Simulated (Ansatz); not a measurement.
# Sn: the cost of one run

Program: Ansatz 0.2.0. Level of theory: DFT PBEsol, scalar-relativistic, plane waves, PAW. These are calculated values, not measurements.

## Step 1: Starting point

Symmetry: I4/mmm, No. 139, tetragonal system. Conventional cell: a = 3.182 Å, b = 3.182 Å, c = 5.831 Å, α = 90.00°, β = 90.00°, γ = 90.00°. Around Sn (site symmetry 4/mmm) lie 4 Sn at 3.18 Å.

As a file:

```
CELL_PARAMETERS angstrom
0.00000 -3.18150 0.00000
-3.18150 0.00000 0.00000
0.00000 0.00000 -5.83130
ATOMIC_POSITIONS crystal
Sn 0.50000 0.50000 0.50000
Sn 0.00000 0.00000 0.00000
```

No relaxation comes first: the listed cell is the starting point.

## Step 2: Zero of the scan

Contents of input.yaml:

```yaml
crystal:
  lattice:
    - [0.0, -3.1815, 0.0]
    - [-3.1815, 0.0, 0.0]
    - [0.0, 0.0, -5.8313]
  atoms:
    - { symbol: Sn, position: [0.5, 0.5, 0.5] }
    - { symbol: Sn, position: [0.0, 0.0, 0.0] }
basis:
  ecutwfc: 420
kpoints:
  mp_grid: { grid: [16, 16, 8] }
hamiltonian:
  xc: pbesol
scf:
  occupations: { method: gaussian, width: 0.15 }
output:
  forces: true
  stress: true
  eigenvalues: true
```

Command:

```sh
$ ansatz run input.yaml --threads 2 --pin off --max-ram 5120MiB --backend cpu --events-out ev --progress --plain --runs-dir out
```

Q: Estimate wall time and peak memory on 2 threads of AMD EPYC 9R45 (Zen 5), shared host.

About 1.7 s, with a peak of 0.51 GiB.
